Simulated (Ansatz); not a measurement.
# C₃H₇ClSi: up Jacob's ladder to CCSD(T)

An exercise on one series of results from a longer session: the logs are not shown, and one member is left open.

Computed with Ansatz 0.2.0, Gaussian basis. Level: functionals in def2-TZVPP, the program's frozen cores in correlated methods.

Levels to be run: LDA (SPW92), PBE-D4, revPBE-D4, BLYP-D4, r2SCAN-D4, B97M-V, PBE0-D4, B3LYP-D4, r2SCANh-D4, r2SCAN0-D4, HSE06-D4, BHLYP-D4, CAM-B3LYP-D4, LC-ωPBE, ωB97X-V, ωB97M-V, B2PLYP, PBE-QIDH; CCSD(T)/def2-SVP; CCSD(T)/def2-TZVPP; MP2/def2-QZVPP; extrapolation to the limit; RPA on PBE.

**Structure used throughout**

All runs share one geometry, relaxed beforehand with PBE0-D4 in a triple-zeta def2 set.

SMILES `[SiH3]/C=C\CCl`, 12 atoms, charge 0, spin multiplicity 1.

Atoms are counted from 1 here; the program's logs count them from 0.

Bond lengths: Si1–C2 1.863 Å, Si1–H6 1.486 Å, Si1–H7 1.485 Å, Si1–H8 1.488 Å, C2–C3 1.333 Å, C2–H9 1.090 Å, C3–C4 1.484 Å, C3–H10 1.089 Å, C4–Cl5 1.793 Å, C4–H11 1.087 Å, C4–H12 1.091 Å. Angles: C2–Si1–H6 108.9°, C2–Si1–H7 112.6°, C2–Si1–H8 109.7°, H6–Si1–H7 108.9°, H6–Si1–H8 108.0°, H7–Si1–H8 108.6°, Si1–C2–C3 129.2°, Si1–C2–H9 114.8°, C3–C2–H9 116.0°, C2–C3–C4 125.8°, C2–C3–H10 119.7°, C4–C3–H10 114.5°, C3–C4–Cl5 110.3°, C3–C4–H11 112.7°, C3–C4–H12 111.3°, Cl5–C4–H11 107.0°, Cl5–C4–H12 105.8°, H11–C4–H12 109.4°.

As a file:

```mol
C3H7ClSi
  3D, bonds by distance, orders not assigned

 12 11  0  0  0  0  0  0  0  0999 V2000
   -0.8597   -0.4423    1.5643 Si  0  0
    0.7735   -0.0832    0.7430 C   0  0
    1.0320    0.1849   -0.5369 C   0  0
    0.0349    0.2211   -1.6353 C   0  0
   -0.0194    1.8544   -2.3739 Cl  0  0
   -1.0188    0.4620    2.7331 H   0  0
   -2.0138   -0.2531    0.6486 H   0  0
   -0.8745   -1.8441    2.0620 H   0  0
    1.6330   -0.0857    1.4131 H   0  0
    2.0531    0.3996   -0.8472 H   0  0
   -0.9722   -0.0082   -1.2955 H   0  0
    0.3088   -0.4607   -2.4413 H   0  0
  1  2  8  0
  2  3  8  0
  3  4  8  0
  4  5  8  0
  1  6  8  0
  1  7  8  0
  1  8  8  0
  2  9  8  0
  3 10  8  0
  4 11  8  0
  4 12  8  0
M  END
```

The first run:

Contents of in.yaml:

```yaml
crystal:
  periodic: [false, false, false]
  atoms:
    - {symbol: Si, position_ang: [-0.859663, -0.442268, 1.564273]}
    - {symbol: C, position_ang: [0.773540, -0.083243, 0.743035]}
    - {symbol: C, position_ang: [1.031970, 0.184912, -0.536947]}
    - {symbol: C, position_ang: [0.034886, 0.221102, -1.635280]}
    - {symbol: Cl, position_ang: [-0.019367, 1.854365, -2.373907]}
    - {symbol: H, position_ang: [-1.018761, 0.462031, 2.733099]}
    - {symbol: H, position_ang: [-2.013767, -0.253090, 0.648593]}
    - {symbol: H, position_ang: [-0.874463, -1.844075, 2.062040]}
    - {symbol: H, position_ang: [1.633005, -0.085687, 1.413092]}
    - {symbol: H, position_ang: [2.053074, 0.399628, -0.847189]}
    - {symbol: H, position_ang: [-0.972222, -0.008204, -1.295543]}
    - {symbol: H, position_ang: [0.308769, -0.460673, -2.441264]}
basis:
  gaussian: {orbitals: def2-TZVPP}
hamiltonian: {xc: lda}
output: {orbitals: {seedname: orbitals}}
```

Among the steps run: LDA; PBE-D4 (GGA); revPBE-D4 (GGA); BLYP-D4 (GGA); r2SCAN-D4 (meta-GGA); B97M-V (meta-GGA); PBE0-D4 (hybrid); B3LYP-D4 (hybrid); r2SCANh-D4 (hybrid); r2SCAN0-D4 (hybrid); HSE06-D4 (hybrid); BHLYP-D4 (hybrid); CAM-B3LYP-D4 (range-separated); LC-ωPBE (range-separated); ωB97X-V (range-separated); ωB97M-V (range-separated); B2PLYP (double hybrid); PBE-QIDH (double hybrid).

One table of the session follows, with a row left open; its other results are not shown here.

It belongs to the step «Orbital energies across the functionals». 

```
  functional  HOMO (eV)  gap (eV)
 LDA (SPW92)      -6.94      4.82
      PBE-D4      -6.80      4.90
   revPBE-D4      -6.74      4.93
     BLYP-D4      -6.63      4.90
   r2SCAN-D4          ?         ?
      B97M-V      -7.11      5.41
     PBE0-D4      -7.95      7.04
    B3LYP-D4      -7.72      6.61
  r2SCANh-D4      -7.48      6.11
  r2SCAN0-D4      -8.11      7.29
    HSE06-D4      -7.56      6.26
    BHLYP-D4      -8.91      9.15
CAM-B3LYP-D4      -9.24      9.51
     LC-ωPBE     -10.64     12.03
     ωB97X-V     -10.25     11.57
     ωB97M-V     -10.14     11.33
```

**Question.** Estimate the row for r2SCAN-D4.

Worked estimate for «HOMO (eV)». Against the share of exact exchange, r2SCANh-D4 (0.1, -7.48), r2SCAN0-D4 (0.25, -8.11) give a slope of -4.20 per unit share; at 0 the line stands at -7.06.

As computed: HOMO (eV): -7.05; gap (eV): 5.32. In «HOMO (eV)» the line misses by -0.01.
